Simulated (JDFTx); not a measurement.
# ZrB (Fm-3m) in JDFTx: further runs

Runs on ZrB. Level: PBE. Tasks: band structure.

Program: JDFTx 1.7.0 (patched build). These are calculated values, not measurements. Logs are shortened: lines on timing, memory, paths and dates and some standing lists are left out, and cuts for length are marked. The log counts tension as positive stress, the text compression.

**1. The structure**

It takes space group Fm-3m (No. 225, cubic). The conventional cell has a = 4.650 Å, b = 4.650 Å, c = 4.650 Å, α = 90.00°, β = 90.00°, γ = 90.00°. Zr (site symmetry m-3m) has 6 B at 2.33 Å as nearest neighbours. B (site symmetry m-3m) is surrounded by 6 Zr at 2.33 Å.

**2. Band structure, PBE**

Input file bands.in:

```
include ZrB.lattice
coords-type Lattice
include ZrB.ionpos

ion-species pseudo/Zr.upf
ion-species pseudo/B.upf
elec-cutoff 38 304
elec-ex-corr gga-PBE
elec-smearing Fermi 0.0018374661
elec-n-bands 13
electronic-minimize nIterations 30 energyDiffThreshold 1e-06
davidson-band-ratio 1.3
forces-output-coords Cartesian
include path.kpoints
symmetries none
fix-electron-density run.$VAR

dump-name bands.$VAR
dump End Ecomponents EigStats BandEigs Kpoints Forces
```

Input file ZrB.lattice:

```
lattice \
    0.0000000000     4.3936132398     4.3936132398 \
    4.3936132398     0.0000000000     4.3936132398 \
    4.3936132398     4.3936132398     0.0000000000
```

Input file ZrB.ionpos:

```
ion Zr     0.0000000000     0.0000000000     0.0000000000 1
ion B      0.5000000000     0.5000000000     0.5000000000 1
```

Input file path.kpoints:

```
kpoint +0.0000000000 +0.0000000000 +0.0000000000 0.020000000000
kpoint +0.0714285714 +0.0000000000 +0.0714285714 0.020000000000
kpoint +0.1428571429 +0.0000000000 +0.1428571429 0.020000000000
kpoint +0.2142857143 +0.0000000000 +0.2142857143 0.020000000000
kpoint +0.2857142857 +0.0000000000 +0.2857142857 0.020000000000
kpoint +0.3571428571 +0.0000000000 +0.3571428571 0.020000000000
kpoint +0.4285714286 +0.0000000000 +0.4285714286 0.020000000000
kpoint +0.5000000000 +0.0000000000 +0.5000000000 0.020000000000
kpoint +0.5000000000 +0.0833333333 +0.5833333333 0.020000000000
kpoint +0.5000000000 +0.1666666667 +0.6666666667 0.020000000000
kpoint +0.5000000000 +0.2500000000 +0.7500000000 0.020000000000
kpoint +0.4375000000 +0.3125000000 +0.7500000000 0.020000000000
kpoint +0.3750000000 +0.3750000000 +0.7500000000 0.020000000000
kpoint +0.3281250000 +0.3281250000 +0.6562500000 0.020000000000
kpoint +0.2812500000 +0.2812500000 +0.5625000000 0.020000000000
kpoint +0.2343750000 +0.2343750000 +0.4687500000 0.020000000000
kpoint +0.1875000000 +0.1875000000 +0.3750000000 0.020000000000
kpoint +0.1406250000 +0.1406250000 +0.2812500000 0.020000000000
kpoint +0.0937500000 +0.0937500000 +0.1875000000 0.020000000000
kpoint +0.0468750000 +0.0468750000 +0.0937500000 0.020000000000
kpoint +0.0000000000 +0.0000000000 +0.0000000000 0.020000000000
kpoint +0.0833333333 +0.0833333333 +0.0833333333 0.020000000000
kpoint +0.1666666667 +0.1666666667 +0.1666666667 0.020000000000
kpoint +0.2500000000 +0.2500000000 +0.2500000000 0.020000000000
kpoint +0.3333333333 +0.3333333333 +0.3333333333 0.020000000000
kpoint +0.4166666667 +0.4166666667 +0.4166666667 0.020000000000
kpoint +0.5000000000 +0.5000000000 +0.5000000000 0.020000000000
kpoint +0.5250000000 +0.4500000000 +0.5250000000 0.020000000000
kpoint +0.5500000000 +0.4000000000 +0.5500000000 0.020000000000
kpoint +0.5750000000 +0.3500000000 +0.5750000000 0.020000000000
kpoint +0.6000000000 +0.3000000000 +0.6000000000 0.020000000000
kpoint +0.6250000000 +0.2500000000 +0.6250000000 0.020000000000
kpoint +0.5625000000 +0.2500000000 +0.6875000000 0.020000000000
kpoint +0.5000000000 +0.2500000000 +0.7500000000 0.020000000000
kpoint +0.5000000000 +0.2916666667 +0.7083333333 0.020000000000
kpoint +0.5000000000 +0.3333333333 +0.6666666667 0.020000000000
kpoint +0.5000000000 +0.3750000000 +0.6250000000 0.020000000000
kpoint +0.5000000000 +0.4166666667 +0.5833333333 0.020000000000
kpoint +0.5000000000 +0.4583333333 +0.5416666667 0.020000000000
kpoint +0.5000000000 +0.5000000000 +0.5000000000 0.020000000000
kpoint +0.4791666667 +0.4791666667 +0.5416666667 0.020000000000
kpoint +0.4583333333 +0.4583333333 +0.5833333333 0.020000000000
kpoint +0.4375000000 +0.4375000000 +0.6250000000 0.020000000000
kpoint +0.4166666667 +0.4166666667 +0.6666666667 0.020000000000
kpoint +0.3958333333 +0.3958333333 +0.7083333333 0.020000000000
kpoint +0.3750000000 +0.3750000000 +0.7500000000 0.020000000000
kpoint +0.6250000000 +0.2500000000 +0.6250000000 0.020000000000
kpoint +0.5833333333 +0.1666666667 +0.5833333333 0.020000000000
kpoint +0.5416666667 +0.0833333333 +0.5416666667 0.020000000000
kpoint +0.5000000000 +0.0000000000 +0.5000000000 0.020000000000
```

Potentials or basis: PseudoDojo-SR-PBE-0.4.1-standard with smoothed tails.

Started as:

```bash
> jdftx -c 1 -i bands.in -o bands.out
```

Output:

```text
*************** JDFTx 1.7.0 (patched build) ***************

Input parsed successfully to the following command list (including defaults):
[... the input with its defaults ...]

---------- Initializing the Grid ----------
R =
[            0      4.39361      4.39361  ]
[      4.39361            0      4.39361  ]
[      4.39361      4.39361            0  ]
unit cell volume = 169.627
G =
[  -0.715036   0.715036   0.715036  ]
[   0.715036  -0.715036   0.715036  ]
[   0.715036   0.715036  -0.715036  ]
Minimum fftbox size, Smin = [  52  52  52  ]
Chosen fftbox size, S = [  54  54  54  ]

---------- Initializing tighter grid for wavefunction operations ----------
R =
[            0      4.39361      4.39361  ]
[      4.39361            0      4.39361  ]
[      4.39361      4.39361            0  ]
unit cell volume = 169.627
G =
[  -0.715036   0.715036   0.715036  ]
[   0.715036  -0.715036   0.715036  ]
[   0.715036   0.715036  -0.715036  ]
Minimum fftbox size, Smin = [  36  36  36  ]
Chosen fftbox size, S = [  36  36  36  ]

---------- Exchange Correlation functional ----------
Initalized PBE GGA exchange.
Initalized PBE GGA correlation.

---------- Setting up pseudopotentials ----------
Width of ionic core gaussian charges (only for fluid interactions / plotting) set to 0

Reading pseudopotential file 'pseudo/Zr.upf':
  'Zr' pseudopotential, 'PBE' functional
  Generated using ONCVPSP code by D. R. Hamann
  12 valence electrons, 4 orbitals, 6 projectors, 1001 radial grid points, with lMax = 2
    4S    l: 0   occupation:  2.0   eigenvalue: -2.003021
    4P    l: 1   occupation:  6.0   eigenvalue: -1.192945
    4D    l: 2   occupation:  2.0   eigenvalue: -0.132262
    5S    l: 0   occupation:  2.0   eigenvalue: -0.163149
  Core radius for overlap checks: 1.48 bohrs.

Reading pseudopotential file 'pseudo/B.upf':
  'B' pseudopotential, 'PBE' functional
  Generated using ONCVPSP code by D. R. Hamann
  3 valence electrons, 2 orbitals, 4 projectors, 1001 radial grid points, with lMax = 1
    2S    l: 0   occupation:  2.0   eigenvalue: -0.347027
    2P    l: 1   occupation:  1.0   eigenvalue: -0.132548
  Core radius for overlap checks: 1.18 bohrs.

Initialized 2 species with 2 total atoms.

Folded 50 k-points by 1x1x1 to 50 k-points.

---------- Setting up k-points, bands, fillings ----------
No reducable k-points.
Computing the number of bands and number of electrons
Calculating initial fillings.
nElectrons:  15.000000   nBands: 13   nStates: 50

----- Setting up reduced wavefunction bases (one per k-point) -----
average nbasis = 1895.140 , ideal nbasis = 1897.863

---------- Setting up ewald sum ----------
Optimum gaussian width for ewald sums = 1.995503 bohr.
Real space sum over 1331 unit cells with max indices [  5  5  5  ]
Reciprocal space sum over 2197 terms with max indices [  6  6  6  ]

---------- Allocating electronic variables ----------
Reading n from file 'run.n' ... done
Initializing wave functions:  linear combination of atomic orbitals

----------- Band structure minimization -------------
Minimization will be done independently for each quantum number.

---- Minimization of quantum number:     0  [ +0.0000000 +0.0000000 +0.0000000 ]  0.040000000 ----
BandDavidson: Iter:   0  Eband: +0.131796688674861
BandDavidson: Iter:   1  Eband: +0.127573824243916  dEband: -4.222864e-03
BandDavidson: Iter:   2  Eband: +0.127263958687214  dEband: -3.098656e-04
BandDavidson: Iter:   3  Eband: +0.127230613907578  dEband: -3.334478e-05
[... 658 lines of inner loops ...]
BandDavidson: Iter:   8  Eband: +0.141162145537644  dEband: -1.854795e-06
BandDavidson: Iter:   9  Eband: +0.141161163957496  dEband: -9.815801e-07
BandDavidson: Converged (dEband<1.000000e-06)
	FillingsUpdate:  mu: +0.579803802  nElectrons: 15.000000
WARNING: these k-points are no uniform mesh, so that mu and the fillings of partly filled bands are only those of these points: take mu from the calculation that made the density or potential.

Dumping 'bands.eigStats' ...
	eMin: -1.180451 at state 0 ( [ +0.000000 +0.000000 +0.000000 ] spin 0 )
	HOMO: +0.579802 at state 2 ( [ +0.142857 +0.000000 +0.142857 ] spin 0 )
	mu  : +0.579804
	LUMO: +0.588622 at state 21 ( [ +0.083333 +0.083333 +0.083333 ] spin 0 )
	eMax: +1.030060 at state 39 ( [ +0.500000 +0.500000 +0.500000 ] spin 0 )
	HOMO-LUMO gap: +0.008820
	Optical gap  : +0.015017 at state 2 ( [ +0.142857 +0.000000 +0.142857 ] spin 0 )
Done!
[note: mu, HOMO and LUMO in a band run belong to the points of the path alone and aren't those of the crystal]
```

Wall time 15 s (1 thread of Arm Neoverse V1, shared host); peak memory 0.08 GiB.

Results:

| Item | Value |
| --- | --- |
| Band gap along the path | none (metal or under the smearing width) |

Levels at the corners of the path, in eV from the Fermi level:
```
point  band 4  band 5  band 6  band 7  band 8  band 9  band 10  band 11
    Γ  -24.52   -8.33    1.94    1.94    1.94    3.72     3.72     3.83
    X  -24.85   -6.50   -1.11   -0.30    2.55    2.55     5.49     6.94
    W  -24.86   -5.50   -0.97   -0.97   -0.96    5.21     5.21     6.95
    K  -24.77   -5.67   -1.74   -0.72    0.28    3.22     6.06     7.28
    Γ  -24.52   -8.33    1.94    1.94    1.94    3.72     3.72     3.83
    L  -24.61   -4.19   -3.61   -1.41   -1.41    5.78     5.78     7.37
    U  -24.77   -5.67   -1.74   -0.72    0.28    3.22     6.06     7.28
    W  -24.86   -5.50   -0.97   -0.97   -0.96    5.21     5.21     6.95
    L  -24.61   -4.19   -3.61   -1.41   -1.41    5.78     5.78     7.37
    K  -24.77   -5.67   -1.74   -0.72    0.28    3.22     6.06     7.28
    U  -24.77   -5.67   -1.74   -0.72    0.28    3.22     6.06     7.28
    X  -24.85   -6.50   -1.11   -0.30    2.55    2.55     5.49     6.94
```

**3. Band structure, PBE, spin-orbit coupling, no magnetisation**

Changes to bands.in since step 2:

```diff
@@ -9,3 +9,4 @@
 elec-smearing Fermi 0.0018374661
-elec-n-bands 13
+elec-n-bands 26
+spintype spin-orbit
 electronic-minimize nIterations 30 energyDiffThreshold 1e-06
```

ZrB.lattice is that of step 2.

ZrB.ionpos is that of step 2.

path.kpoints is that of step 2.

Potentials or basis: PseudoDojo-FR-PBE-0.4-standard with smoothed tails.

Started as:

```bash
> jdftx -c 1 -i bands.in -o bands.out
```

Output:

```text
*************** JDFTx 1.7.0 (patched build) ***************

Input parsed successfully to the following command list (including defaults):
[... the input with its defaults ...]

---------- Initializing the Grid ----------
R =
[            0      4.39361      4.39361  ]
[      4.39361            0      4.39361  ]
[      4.39361      4.39361            0  ]
unit cell volume = 169.627
G =
[  -0.715036   0.715036   0.715036  ]
[   0.715036  -0.715036   0.715036  ]
[   0.715036   0.715036  -0.715036  ]
Minimum fftbox size, Smin = [  52  52  52  ]
Chosen fftbox size, S = [  54  54  54  ]

---------- Initializing tighter grid for wavefunction operations ----------
R =
[            0      4.39361      4.39361  ]
[      4.39361            0      4.39361  ]
[      4.39361      4.39361            0  ]
unit cell volume = 169.627
G =
[  -0.715036   0.715036   0.715036  ]
[... 42 lines left out ...]

----- Setting up reduced wavefunction bases (one per k-point) -----
average nbasis = 1895.140 , ideal nbasis = 1897.863

---------- Setting up ewald sum ----------
Optimum gaussian width for ewald sums = 1.995503 bohr.
Real space sum over 1331 unit cells with max indices [  5  5  5  ]
Reciprocal space sum over 2197 terms with max indices [  6  6  6  ]

---------- Allocating electronic variables ----------
Reading n from file 'run.n' ... done
Initializing wave functions:  linear combination of atomic orbitals

----------- Band structure minimization -------------
Minimization will be done independently for each quantum number.

---- Minimization of quantum number:     0  [ +0.0000000 +0.0000000 +0.0000000 ]  0.020000000 ----
BandDavidson: Iter:   0  Eband: +0.131970973009901
BandDavidson: Iter:   1  Eband: +0.127654840523440  dEband: -4.316132e-03
BandDavidson: Iter:   2  Eband: +0.127336881889689  dEband: -3.179586e-04
BandDavidson: Iter:   3  Eband: +0.127303361143332  dEband: -3.352075e-05
[... 683 lines of inner loops ...]
BandDavidson: Iter:  14  Eband: +0.141245622602783  dEband: -1.051912e-06
BandDavidson: Iter:  15  Eband: +0.141245114577223  dEband: -5.080256e-07
BandDavidson: Converged (dEband<1.000000e-06)
	FillingsUpdate:  mu: +0.579953874  nElectrons: 15.000000
WARNING: these k-points are no uniform mesh, so that mu and the fillings of partly filled bands are only those of these points: take mu from the calculation that made the density or potential.

Dumping 'bands.eigStats' ...
	eMin: -1.179314 at state 0 ( [ +0.000000 +0.000000 +0.000000 ] spin 0 )
	HOMO: +0.579927 at state 47 ( [ -0.416667 +0.166667 -0.416667 ] spin 0 )
	mu  : +0.579954
	LUMO: +0.588692 at state 21 ( [ +0.083333 +0.083333 +0.083333 ] spin 0 )
	eMax: +1.029857 at state 39 ( [ +0.500000 +0.500000 +0.500000 ] spin 0 )
	HOMO-LUMO gap: +0.008765
	Optical gap  : +0.013871 at state 2 ( [ +0.142857 +0.000000 +0.142857 ] spin 0 )
Done!
[note: mu, HOMO and LUMO in a band run belong to the points of the path alone and aren't those of the crystal]
```

Wall time 54 s (1 thread of Arm Neoverse V1, shared host); peak memory 0.14 GiB.

What came out:

```yaml
Band_gap_along_the_path: none (metal or under the smearing width)
```

Levels at the corners of the path, in eV from the Fermi level:
```tsv
point	band 14	band 15	band 16	band 17	band 18	band 19
Γ	1.91	1.98	1.98	3.72	3.72	3.72
X	-0.31	2.48	2.48	2.63	2.63	5.49
W	-0.97	-0.89	-0.89	5.20	5.20	5.22
K	-0.72	0.28	0.28	3.23	3.23	6.06
Γ	1.91	1.98	1.98	3.72	3.72	3.72
L	-1.43	-1.40	-1.40	5.78	5.78	5.78
U	-0.72	0.28	0.28	3.23	3.23	6.06
W	-0.97	-0.89	-0.89	5.20	5.20	5.22
L	-1.43	-1.40	-1.40	5.78	5.78	5.78
K	-0.72	0.28	0.28	3.23	3.23	6.06
U	-0.72	0.28	0.28	3.23	3.23	6.06
X	-0.31	2.48	2.48	2.63	2.63	5.49
```
